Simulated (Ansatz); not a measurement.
Rb, space group Fm-3m, an SCF with some post-processing

Program: the Ansatz DFT code, driven from Python.

The script reads `rb.extxyz`:
```text
1
Lattice="0.0 3.63988467 3.63988467 3.63988467 0.0 3.63988467 3.63988467 3.63988467 0.0" Properties=species:S:1:pos:R:3 pbc="T T T"
Rb    0.00000000    0.00000000    0.00000000
```

Notebook, run cell by cell (the value of a cell's last expression is shown):

```python
from pathlib import Path
import itertools
import warnings

import ansatz as az
from ase.io.cube import read_cube_data
from ase.units import Bohr
import numpy as np
from pymatgen.analysis.ewald import EwaldSummation
from pymatgen.core import Structure
```

```python
warnings.simplefilter("ignore", az.DeckWarning)
```

```python
rb = az.Crystal.from_extxyz("rb.extxyz")
```

```python
[site.symbol for site in rb.resolved().sites]
```

    ['Rb']

```python
base = (
    rb.calculation()
    .kpoints(5, 5, 5, center="gamma")
    .basis(510)
    .occupations(az.OccupationsMethod.GAUSSIAN, width=0.1)
    .functional("lda")
    .compute(density=True, output_files={"volumetric_format": "cube"}, stress=True, populations=True)
    .cutoff_correction(756)
)
result = base.run(threads=1)
summary = result.report
```

    

```python
summary["n_kpoints"], summary["n_symmetry_ops"], summary["n_pw"]
```

    (10, 48, 2565)

```python
n_atoms = len(summary["lattice"]["sites"])
print("F =", round(summary["free_energy_ev"], 4), "eV for", n_atoms, "atoms")
print("E(sigma -> 0) =", round(summary["energy_sigma0_ev"], 4), "eV, TS =", round(summary["entropy_ts_ev"], 5), "eV")
print("closed by", summary["closed_by"], "after", summary["n_iterations"], "iterations")
```

    F = -3170.7494 eV for 1 atoms
    E(sigma -> 0) = -3170.748 eV, TS = 0.00265 eV
    closed by deck_thresholds after 6 iterations

```python
# estimate of what a larger basis would gain, without a second SCF
estimate = summary.get("cutoff_correction")
if estimate:
    print("towards {} eV the energy would change by {:.2f} meV/atom".format(estimate["reference_ecutwfc_ev"], 1000 * estimate["energy_ev"] / len(result.lattice.sites)))
```

    towards 756.0 eV the energy would change by -0.01 meV/atom

```python
# cube files hold the density in electrons per cubic bohr
folder = Path(result.write_results("cubes"))
print("\n".join((folder / "rho.cube").read_text().splitlines()[: 6 + 1]))
values, cube_atoms = read_cube_data(str(folder / "rho.cube"))
print("electrons from the file:", round(values.mean() * cube_atoms.get_volume() / Bohr ** 3, 3))
```

    ansatz rho
    values in e/bohr^3 (x slowest, z fastest)
        1    0.000000    0.000000    0.000000
       40    0.000000    0.171960    0.171960
       40    0.171960    0.000000    0.171960
       40    0.171960    0.171960    0.000000
       37   37.000000    0.000000    0.000000    0.000000
    electrons from the file: 9.0

```python
final = Structure(result.lattice.cell_ang, [s.symbol for s in result.lattice.sites], [s.position_frac for s in result.lattice.sites])
# ions of the valence charge in a uniform background
ions = final.copy()
ions.add_oxidation_state_by_site([summary["n_electrons"] / len(ions)] * len(ions))
print(f"Ewald sum by pymatgen {EwaldSummation(ions).total_energy:.4f} eV, by the run {summary['components']['e_ewald']:.4f} eV")
```

    Ewald sum by pymatgen -367.2954 eV, by the run -367.2954 eV

```python
# principal values and the von Mises stress of the deviator
principal = np.linalg.eigvalsh(np.array(summary["stress_gpa"]))
mises = np.sqrt(0.5 * sum((principal[i] - principal[i - 1]) ** 2 for i in range(3)))
print("principal stresses (GPa, compression positive):", np.round(principal, 3))
print(f"mean {principal.mean():.3f} GPa, von Mises {mises:.3f} GPa, PV = {principal.mean() * summary['setup']['cell_volume_ang3'] / 160.21766:.4f} eV")
```

    principal stresses (GPa, compression positive): [-0.543 -0.543 -0.543]
    mean -0.543 GPa, von Mises 0.000 GPa, PV = -0.3268 eV

```python
# valence electrons inside a sphere about each atom
rho = result.density()
total = sum(channel.density_e_per_ang3 for channel in rho.channels[:2])
grid_cell = np.asarray(rho.fft_grid_basis) @ result.lattice.cell_ang
mesh = np.stack(np.meshgrid(*[np.arange(n) / n for n in rho.dims], indexing="ij"), axis=-1)
for site in result.lattice.sites:
    offset = mesh - site.position_ang @ np.linalg.inv(grid_cell)
    offset -= offset.round()
    distance = np.min([np.linalg.norm((offset + shift) @ grid_cell, axis=-1) for shift in itertools.product((-1, 0, 1), repeat=3)], axis=0)
    inside = [total[distance < radius].sum() * rho.cell_volume_ang3 / total.size for radius in (0.8, 1.0, 1.2)]
    print(site.symbol, "electrons within 0.8, 1.0, 1.2 A:", np.round(inside, 2))
```

    Rb electrons within 0.8, 1.0, 1.2 A: [3.81 5.58 6.74]

```python
files = Path(result.write_results("tables"))
print((files / "populations.tsv").read_text())
```

    # site	symbol	l	j	q
    # orbitals = lowdin
    # n_electrons = 9.000000
    # spilling = 0.002220
    0	Rb	0_4S	-	1.996993
    0	Rb	0_5S	-	0.987707
    0	Rb	1_4P	-	5.995319

Notes:
- Total energies depend on the potentials; only differences at equal settings carry meaning.
- The mesh is modest for a metal, so energies can be off by several to tens of meV an atom and pressures by half a GPa or more; differences at equal mesh fare better.
- The fields are valence quantities on the plane-wave grid; their values near the nuclei depend on the potentials.
- This isn't the structure that Rb takes at ambient conditions.
- Timing: 2.2 s on 1 thread of Arm Neoverse V2, with other jobs on the host, peak memory 0.4 GiB.

(Lines on the test bed's own set-up are left out of the output.)
